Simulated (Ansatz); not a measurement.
# C6H14O2Sn: how energies converge with the basis set

Aim: see how fast density functionals converge with the basis set for C6H14O2Sn.

Computed with Ansatz 0.2.0, Gaussian basis. Level: one geometry, several basis sets.

The runs, in order: PBE0-D4/def2-SVP; ωB97M-V/def2-SVP; PBE0-D4/def2-QZVPP; ωB97M-V/def2-QZVPP; the functionals' def2-TZVPP values are taken from earlier runs.

### Step 1. The relaxed structure

All runs share one geometry, relaxed beforehand with PBE0-D4 in a triple-zeta def2 set. Sn takes the def2 core potential; no spin-orbit term is included.

SMILES `CC(C)[O][Sn][O]C(C)C`, 23 atoms, charge 0, spin multiplicity 1.

Atoms are counted from 1 here; the program's logs count them from 0.

Bond lengths: C1–C2 1.517 Å, C1–H10 1.093 Å, C1–H11 1.093 Å, C1–H12 1.092 Å, C2–C3 1.517 Å, C2–O4 1.409 Å, C2–H13 1.105 Å, C3–H14 1.093 Å, C3–H15 1.092 Å, C3–H16 1.093 Å, O4–Sn5 1.985 Å, Sn5–O6 1.963 Å, O6–C7 1.417 Å, C7–C8 1.517 Å, C7–C9 1.516 Å, C7–H17 1.098 Å, C8–H18 1.093 Å, C8–H19 1.093 Å and more. Angles: C2–C1–H10 111.2°, C2–C1–H11 109.8°, C2–C1–H12 110.6°, H10–C1–H11 108.6°, H10–C1–H12 108.4°, H11–C1–H12 108.1°, C1–C2–C3 111.9°, C1–C2–O4 109.2°, C1–C2–H13 108.0°, C3–C2–O4 109.2°, C3–C2–H13 108.0°, O4–C2–H13 110.6°, C2–C3–H14 111.2°, C2–C3–H15 110.6°, C2–C3–H16 109.8°, H14–C3–H15 108.4°, H14–C3–H16 108.6°, H15–C3–H16 108.1° and more.

Coordinates:

```mol
C6H14O2Sn
  3D, bonds by distance, orders not assigned

 23 22  0  0  0  0  0  0  0  0999 V2000
   -0.9408    1.0253   -2.7560 C   0  0
    0.4252    1.0452   -2.0961 C   0  0
    1.3601    0.0146   -2.7010 C   0  0
    0.2779    0.7842   -0.7191 O   0  0
    0.8114    2.0381    0.7250 Sn  0  0
    0.1911    0.8707    2.1768 O   0  0
   -0.4180   -0.4032    2.0581 C   0  0
    0.6477   -1.4789    1.9601 C   0  0
   -1.3211   -0.6041    3.2586 C   0  0
   -0.8638    1.2197   -3.8289 H   0  0
   -1.4083    0.0481   -2.6114 H   0  0
   -1.5925    1.7821   -2.3138 H   0  0
    0.8680    2.0448   -2.2575 H   0  0
    1.4912    0.1814   -3.7733 H   0  0
    2.3411    0.0573   -2.2227 H   0  0
    0.9526   -0.9885   -2.5515 H   0  0
   -1.0235   -0.4392    1.1428 H   0  0
    1.2992   -1.4440    2.8374 H   0  0
    0.1953   -2.4725    1.9034 H   0  0
    1.2543   -1.3316    1.0637 H   0  0
   -2.0727    0.1862    3.3078 H   0  0
   -1.8348   -1.5675    3.2026 H   0  0
   -0.7348   -0.5754    4.1807 H   0  0
  1  2  8  0
  2  3  8  0
  2  4  8  0
  4  5  8  0
  5  6  8  0
  6  7  8  0
  7  8  8  0
  7  9  8  0
  1 10  8  0
  1 11  8  0
  1 12  8  0
  2 13  8  0
  3 14  8  0
  3 15  8  0
  3 16  8  0
  7 17  8  0
  8 18  8  0
  8 19  8  0
  8 20  8  0
  9 21  8  0
  9 22  8  0
  9 23  8  0
M  END
```

### Step 2. PBE0-D4 in def2-SVP

File in.yaml:

```yaml
crystal:
  periodic: [false, false, false]
  atoms:
    - {symbol: C, position_ang: [-0.940820, 1.025316, -2.756039]}
    - {symbol: C, position_ang: [0.425245, 1.045228, -2.096076]}
    - {symbol: C, position_ang: [1.360085, 0.014596, -2.701045]}
    - {symbol: O, position_ang: [0.277931, 0.784233, -0.719070]}
    - {symbol: Sn, position_ang: [0.811362, 2.038056, 0.724954]}
    - {symbol: O, position_ang: [0.191134, 0.870722, 2.176760]}
    - {symbol: C, position_ang: [-0.417959, -0.403192, 2.058052]}
    - {symbol: C, position_ang: [0.647682, -1.478866, 1.960080]}
    - {symbol: C, position_ang: [-1.321126, -0.604107, 3.258550]}
    - {symbol: H, position_ang: [-0.863790, 1.219663, -3.828945]}
    - {symbol: H, position_ang: [-1.408300, 0.048054, -2.611392]}
    - {symbol: H, position_ang: [-1.592530, 1.782078, -2.313825]}
    - {symbol: H, position_ang: [0.868004, 2.044801, -2.257478]}
    - {symbol: H, position_ang: [1.491201, 0.181439, -3.773325]}
    - {symbol: H, position_ang: [2.341124, 0.057326, -2.222663]}
    - {symbol: H, position_ang: [0.952646, -0.988499, -2.551471]}
    - {symbol: H, position_ang: [-1.023470, -0.439195, 1.142837]}
    - {symbol: H, position_ang: [1.299235, -1.443956, 2.837442]}
    - {symbol: H, position_ang: [0.195295, -2.472470, 1.903386]}
    - {symbol: H, position_ang: [1.254293, -1.331601, 1.063742]}
    - {symbol: H, position_ang: [-2.072728, 0.186197, 3.307769]}
    - {symbol: H, position_ang: [-1.834791, -1.567458, 3.202565]}
    - {symbol: H, position_ang: [-0.734823, -0.575364, 4.180689]}
basis:
  gaussian: {orbitals: def2-SVP}
hamiltonian: {xc: pbe0, dispersion: d4}
output: {orbitals: {seedname: orbitals}}
```

Started as:

```
ansatz run in.yaml --threads 4 --pin off --events-out ev --progress --plain --max-ram 46080MiB --backend cpu
```

Further steps of the session: ωB97M-V in def2-SVP; PBE0-D4 in def2-QZVPP; ωB97M-V in def2-QZVPP.

**Question.** What will the summary of the whole plan be? Wanted: PBE0-D4: double and triple zeta above quadruple; ωB97M-V: double and triple zeta above quadruple.

The runs gave:

| quantity | value |
| --- | --- |
| PBE0-D4: double and triple zeta above quadruple | 12.89, 0.65 eV |
| ωB97M-V: double and triple zeta above quadruple | 13.45, 0.64 eV |

In words: PBE0-D4 gains 12.23 eV from double to triple zeta, then 0.65 eV more. These are total energies; as a rule much of such shifts cancels in differences, which this series doesn't test.
